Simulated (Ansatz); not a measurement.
**GeH2O (singlet): from Hartree-Fock to the top rungs, cc-pVTZ**

Aim: climb from Hartree-Fock through coupled cluster for GeH2O (singlet) at one geometry and basis, and see what each rung misses.

Computed with Ansatz 0.2.0, Gaussian basis. Level: cc-pVTZ, core rule «outside noble gas», up to 15 orbitals frozen.

The runs, in order: UHF; CCSD(T) on RHF; BCCD(T) on RHF; CCSDT(Q) on RHF.

5 further runs of the same task are left out: 2 for a known fault of the program, 3 set aside as unsound or not needed.

### Step 1. The system

The geometry is a PBE0/def2-TZVP stationary point (not a proven minimum). No spin-orbit coupling is included. The filled d shell of Ge may be among the frozen orbitals whatever the setting's name suggests; the logs give the count.

4 atoms, charge 0, spin multiplicity 1.

Atoms are counted from 1 here; the program's logs count them from 0.

Bond lengths: Ge1–O2 1.632 Å, Ge1–H3 1.542 Å, Ge1–H4 1.542 Å. Angles: O2–Ge1–H3 123.4°, O2–Ge1–H4 123.4°, H3–Ge1–H4 113.2°.

### Step 2. UHF

File in.yaml:

```yaml
crystal:
  periodic: [false, false, false]
  atoms:
    - {symbol: Ge, position_ang: [0.000000, 0.000000, 0.269193]}
    - {symbol: O, position_ang: [0.000000, 0.000000, -1.363087]}
    - {symbol: H, position_ang: [0.000000, 1.286605, 1.118308]}
    - {symbol: H, position_ang: [0.000000, -1.286605, 1.118308]}
basis:
  gaussian: {orbitals: cc-pVTZ}
magnetization: {spin_polarized: true, initial_magnetization: 0}
hamiltonian: {xc: hf}
output: {orbitals: {seedname: orbitals}}
```

Started as:

```sh
$ ansatz run in.yaml --threads 1 --pin off --events-out ev --progress --plain --max-ram 3968MiB --backend cpu
```

The runs that follow: CCSD(T) on RHF; BCCD(T) on RHF; CCSDT(Q) on RHF.

**Question.** What will the summary of the whole plan be? Wanted: RCCSDT(Q) below the RHF energy; RMP2 from RCCSDT(Q); RCCSD from RCCSDT(Q); RCCSD(T) from RCCSDT(Q); T1 diagnostic.

The runs gave:

| quantity | value |
| --- | --- |
| RCCSDT(Q) below the RHF energy | -10.6976 eV |
| RMP2 from RCCSDT(Q) | +686.7 meV |
| RCCSD from RCCSDT(Q) | +532.4 meV |
| RCCSD(T) from RCCSDT(Q) | +54.0 meV |
| levels within 1 kcal/mol (43 meV) | none |
| T1 diagnostic | 0.027 |

In words: RCCSD(T) lands +54.0 meV from the yardstick (0.5 % of the correlation energy). These misses are within one basis, not against nature.
